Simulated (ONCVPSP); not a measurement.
**Pseudopotential generation for Cr: ONCV, PBE**

Do these settings give a usable potential? It is generated, then checked for transferability, scattering, ghosts and hardness.

The numbers are computed with ONCVPSP 4.0.1 (PBE, scalar-relativistic, spin-unpolarised reference atom).

### Step 1. Starting point

The settings as typed:

| Property | Result |
| --- | --- |
| element | chromium (Cr, Z = 24) |
| type | optimised norm-conserving Vanderbilt (ONCV) |
| frozen core | [Ne] |
| valence charge | 14 |
| reference configuration | 3s2 3p6 3d5 4s0.5 (charge +0.5) |
| partial waves | 3s+4s: rc 1.80 bohr, ncon 4, nbas 7, qcut 6 1/bohr, 2 projectors; 3p: rc 1.30 bohr, ncon 4, nbas 9, qcut 13.1 1/bohr, 2 projectors, debl 2.7 Ha; 3d: rc 1.90 bohr, ncon 3, nbas 7, qcut 8.7 1/bohr, 2 projectors, debl 3.6 Ha; f scattering state at 0.14 Ha: rc 1.90 bohr, ncon 3, nbas 6, qcut 5.5 1/bohr, 2 projectors, debl 2.3 Ha |
| local potential | polynomial inside 1.15 bohr (lpopt 3, dvloc0 6 Ha) |
| core correction | Teter function, fcfact 5.25, rcfact 1.35 |

### Step 2. Generating the potential

Cr.dat reads:

```
# ATOM AND REFERENCE CONFIGURATION
# atsym  z   nc   nv     iexc    psfile
  Cr 24.00    3    4        4      upf
#
#   n    l    f
    1    0    2.00
    2    0    2.00
    2    1    6.00
    3    0    2.00
    3    1    6.00
    3    2    5.00
    4    0    0.50
#
# PSEUDOPOTENTIAL AND OPTIMIZATION
# lmax
    3
#
#   l,   rc,      ep,       ncon, nbas, qcut
    0    1.80    0.00    4    7    6.00
    1    1.30    0.00    4    9   13.10
    2    1.90    0.00    3    7    8.70
    3    1.90    0.14    3    6    5.50
#
# LOCAL POTENTIAL
# lloc, lpopt,  rc(5),   dvloc0
    4    3    1.15    6.00
#
# VANDERBILT-KLEINMAN-BYLANDER PROJECTORs
# l, nproj, debl
    0    2    3.00
    1    2    2.70
    2    2    3.60
    3    2    2.30
#
# MODEL CORE CHARGE
# icmod, fcfact, rcfact
    3    5.25    1.35
#
# LOG DERIVATIVE ANALYSIS
# epsh1, epsh2, depsh
   -4.00    5.00    0.02
#
# OUTPUT GRID
# rlmax, drl
    6.00    0.01
#
# TEST CONFIGURATIONS
# ncnf
    4
# nvcnf
#   n    l    f
    4
    3    0    2.00
    3    1    6.00
    3    2    5.00
    4    0    1.00
#
    4
    3    0    2.00
    3    1    6.00
    3    2    5.00
    4    0    0.00
#
    4
    3    0    2.00
    3    1    6.00
    3    2    4.00
    4    0    0.00
#
    5
    3    0    2.00
    3    1    6.00
    3    2    4.00
    4    0    1.00
    4    1    1.00
#
```

The run is started by

```console
$ oncvpsp.x < Cr.dat > Cr.out
```

Q: Predict the outcome of this session. Wanted: cutoffs for 1 and 0.1 mHa per electron, occupied waves; bound ghosts; GHOST(+) flags; largest test error; largest phase difference near zero energy, channels read; rms error of d²Exc/dn², without and with the model core.

As calculated:

```
                                                quantity                             value
  cutoffs for 1 and 0.1 mHa per electron, occupied waves                   27 Ha and 40 Ha
                                            bound ghosts                        none found
                                          GHOST(+) flags                none at low energy
                            largest test error (AE − PS)  +40 meV, for 3s2 3p6 3d4 4s1 4p1
largest phase difference near zero energy, channels read                         0.003 rad
 rms error of d²Exc/dn², without and with the model core                 3.30 and 1.48 mHa
```

**Reading.** By total energies transferability is fair: the largest error is 40 meV on 0.8 eV, for 3s2 3p6 3d4 4s1 4p1. The potential is of middling hardness: the looser tolerance needs 27 Ha. It is free of bound ghosts as far as tested. Near zero energy the phases of the channels with partial waves agree within 0.003 rad. These are tests on the free atom; a crystal test is still owed.
